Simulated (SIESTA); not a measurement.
HPbNO4 in SIESTA: the effect of functional

Crystal: HPbNO4.

```
H Pb N O
1.0
     3.85404    0.14384    0.09012
    -0.25320    5.52698    0.16471
    -0.48197   -1.92720    5.72025
H Pb N O
1 1 1 4
Direct
  0.10913 0.65718 0.54463
  0.61029 0.52127 0.15100
  0.91580 0.96263 0.95867
  0.01384 0.13639 0.88084
  0.72398 0.01057 0.12858
  0.00389 0.73732 0.87043
  0.11927 0.59324 0.37651
```

The cell was built by a generator and needn't be a form met in nature.

Alike in all runs:

* Program: SIESTA 5.4.2
* Task: band structure
* Basis: DZP (energy shift 0.003 Ry; two zetas on semicore shells)
* Grid cutoff: 800 Ry
* Energy shift: 0.003 Ry
* k mesh: 7 × 5 × 5
* Occupations: fermi-dirac, width 0.05 eV
* Spin: no spin polarisation

```csv
functional,potentials or basis,gap on the mesh (eV),pressure (GPa),largest force (eV/Å)
LDA,PseudoDojo 0.4 standard (LDA files),3.11,-2.0,1.06
PBEsol,PseudoDojo 0.4 standard (PBEsol files),3.16,0.4,1.00
RPBE,PseudoDojo 0.4 standard (PBE files),3.16,3.9,1.45
BLYP,PseudoDojo 0.4 standard (PBE files),3.15,5.0,2.24
AM05,PseudoDojo 0.4 standard (PBEsol files),?,?,?
```

Question: What does the run with functional AM05 give?

Answer: gap on the mesh 3.18 eV; pressure 0.8 GPa; largest force 0.86 eV/Å.

Caveats: spin-orbit coupling is left out, which as a rule narrows the gap of such compounds by several tenths of an eV; the basis of atomic orbitals isn't converged, which shifts pressures, moduli and gaps; the potentials were made for another functional, which shifts forces and pressure (some runs); forces of over 1 eV/Å show positions far from the minimum, so gaps and moduli don't describe the material at rest (some runs).

A k mesh can miss the band edges.

Runs at the PBE level aren't shown here.
